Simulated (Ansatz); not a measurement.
# BH8NOSi: the cost of one run

Program: Ansatz 0.2.0. Level of theory: RHF/6-31G*. These are calculated values, not measurements.

**1. The system as given**

Bond lengths: B1–O2 1.760 Å, O2–H3 1.010 Å, B1–H4 1.190 Å, B1–H5 1.190 Å, B1–N6 1.850 Å, N6–H7 1.060 Å, N6–Si8 1.820 Å, Si8–H9 1.460 Å, Si8–H10 1.460 Å, Si8–H11 1.460 Å, O2–H12 1.140 Å, N6–H12 1.157 Å. Angles (14 of 22 angles, heavy atoms first): O2–B1–N6 71.6°, B1–N6–Si8 120.0°, B1–O2–H3 109.5°, B1–O2–H12 79.4°, O2–B1–H4 120.0°, O2–B1–H5 120.0°, H4–B1–N6 96.8°, H5–B1–N6 101.3°, B1–N6–H7 120.0°, B1–N6–H12 75.1°, H7–N6–Si8 120.0°, Si8–N6–H12 152.8°, N6–Si8–H9 109.5°, N6–Si8–H10 109.5°.

As a file:

```xyz
12

B     0.0000    0.0000    0.0000
O     0.0000    0.0000    1.7600
H    -0.9095   -0.2814    2.0971
H     1.0305    0.0000   -0.5950
H    -1.0305    0.0000   -0.5950
N     0.0829    1.7537    0.5833
H     0.4765    1.9752    1.5423
Si   -0.5112    3.0986   -0.4893
H    -0.8669    2.5573   -1.7978
H    -1.6857    3.7210    0.1147
H     0.5416    4.0978   -0.6466
H     0.0529    1.1189    1.5507
```

**2. Pulling towards end A**

Springs on the bonds that form and break draw the guess towards this end; the thresholds are loose.

File input.yaml:

```yaml
crystal:
  periodic: [false, false, false]
  atoms:
    - { symbol: B, position_ang: [0.0, 0.0, 0.0] }
    - { symbol: O, position_ang: [0.0, 0.0, 1.76] }
    - { symbol: H, position_ang: [-0.9095, -0.2814, 2.0971] }
    - { symbol: H, position_ang: [1.0305, 0.0, -0.595] }
    - { symbol: H, position_ang: [-1.0305, 0.0, -0.595] }
    - { symbol: "N", position_ang: [0.0829, 1.7537, 0.5833] }
    - { symbol: H, position_ang: [0.4765, 1.9752, 1.5423] }
    - { symbol: Si, position_ang: [-0.5112, 3.0986, -0.4893] }
    - { symbol: H, position_ang: [-0.8669, 2.5573, -1.7978] }
    - { symbol: H, position_ang: [-1.6857, 3.721, 0.1147] }
    - { symbol: H, position_ang: [0.5416, 4.0978, -0.6466] }
    - { symbol: H, position_ang: [0.0529, 1.1189, 1.5507] }
basis:
  gaussian: { orbitals: "6-31G*" }
hamiltonian:
  xc: hf
relax:
  f_tol: 0.15
  max_steps: 25
  restrain:
    - { distance: [0, 5], at: 2.75, k: 30.0 }
    - { distance: [11, 1], at: 2.21, k: 30.0 }
    - { distance: [0, 1], at: 1.41, k: 30.0 }
    - { distance: [11, 5], at: 1.06, k: 30.0 }
```

Launch:

```bash
> ansatz run input.yaml --threads 1 --pin off --max-ram 2048MiB --backend cpu --events-out ev --progress --plain --runs-dir out
```

**Question.** How long does this run take on 1 thread of Arm Neoverse V2, shared host, and how much memory does it need?

About 26 s, with a peak of 0.14 GiB.
